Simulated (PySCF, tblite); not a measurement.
**C5H11OP: geometry, infrared bands and NMR shifts**

Wanted: the infrared bands and NMR shifts of C5H11OP (`C=C[P@@H](=O)CCC`), by calculation.

The runs use tblite 0.8.0 and PySCF 2.14.0, with density-fitted response routines of our own; the level of theory stands in each step. All values are computed, except where a source is named. Atoms are numbered from 0 throughout.

### 1 The starting structure

18 atoms, charge 0, multiplicity 1; geometry from: force field or distance geometry start.

Bonds of the start (Å): C0–C1 1.36, C1–P2 1.75, P2–O3 1.51, P2–C4 1.84, C4–C5 1.53, C5–C6 1.52, C0–H7 1.09, C0–H8 1.09, C1–H9 1.08, P2–H10 1.41, C4–H11 1.09, C4–H12 1.10, C5–H13 1.09, C5–H14 1.09, C6–H15 1.10, C6–H16 1.09, C6–H17 1.09.

### 2 Relaxing the molecule with GFN2-xTB

What the job is given:

```
{"job": {"kind": "relax", "xc": "GFN2-xTB", "basis": "xTB"}, "charge": 0, "multiplicity": 1}
C      2.682600    -1.614600     1.305000
C      2.148900    -0.520800     0.708600
P      0.729200    -0.580300    -0.318400
O      0.161600    -1.919000    -0.722400
C     -0.492400     0.222800     0.798400
C     -1.868300     0.423200     0.155600
C     -1.824300     1.398000    -1.014400
H      3.562400    -1.543400     1.938400
H      2.227200    -2.593600     1.161700
H      2.626000     0.435200     0.880200
H      1.006400     0.312800    -1.377800
H     -0.598800    -0.409600     1.682600
H     -0.089000     1.190500     1.124100
H     -2.551000     0.805800     0.914300
H     -2.259700    -0.530000    -0.184600
H     -1.429800     2.367800    -0.689400
H     -2.833600     1.554800    -1.400300
H     -1.206100     1.006600    -1.826600
```

Command:

```bash
> OMP_NUM_THREADS=1 python probes_run.py task.json out
```

The driver reads the jobs from task.json and runs them one after another.

**Question.** This job is followed by: GFN2-xTB harmonic vibrations, gas phase; GIAO PBE0/pcSseg-1 NMR shielding, non-relativistic, gas phase. Predict these results of the whole session: strongest single infrared mode (GFN2-xTB); zero-point energy (GFN2-xTB); 13C shifts against TMS (PBE0/pcSseg-1); 1H shifts against TMS (PBE0/pcSseg-1, means over atoms taken as alike); 31P shifts against H3PO4 (PBE0/pcSseg-1); 17O shifts against H2O (PBE0/pcSseg-1); surface potential, 1st and 99th percentile.

**Answer**, as computed:

```
                                                              quantity                                                     value
                             strongest single infrared mode (GFN2-xTB)                                     2262 cm⁻¹, 227 km/mol
                                          zero-point energy (GFN2-xTB)                                             93.0 kcal/mol
                                13C shifts against TMS (PBE0/pcSseg-1)                        143.1, 141.5, 36.4, 18.7, 15.9 ppm
1H shifts against TMS (PBE0/pcSseg-1, means over atoms taken as alike)  7.57, 6.86, 6.64, 6.24, 2.31, 1.84, 1.73, 1.25, 1.11 ppm
                              31P shifts against H3PO4 (PBE0/pcSseg-1)                                                 -20.7 ppm
                                17O shifts against H2O (PBE0/pcSseg-1)                                                  48.9 ppm
                                 surface potential, 1st and 99th percentile                                        -2.24 V and 1.22 V
```

In words: Relaxing lowered the energy by 0.283 eV in 93 steps; the close pair that moved most is C1–P2, from 1.753 to 1.809 Å. No mode is imaginary among the 48: a minimum at this level. The strongest single mode, at 2262 cm⁻¹, moves mainly H10. GFN2-xTB is a fitted tight-binding method: band positions and strengths are rough. Its intensities can rank the bands wrongly. C0 (terminal =CH2 carbon) lies farthest downfield among carbon, at 143.1 ppm; as expected for a trigonal carbon in a double bond. At PBE0/pcSseg-1: The largest span, 286 ppm, is at P2, where the paramagnetic term is -628 ppm. At PBE0/pcSseg-1, counted by nearest atom on the grid, the HOMO lies on O3 58 %; C4 13 %, the LUMO on C0, C1 about 30 % each; H7, H8 about 9 % each.
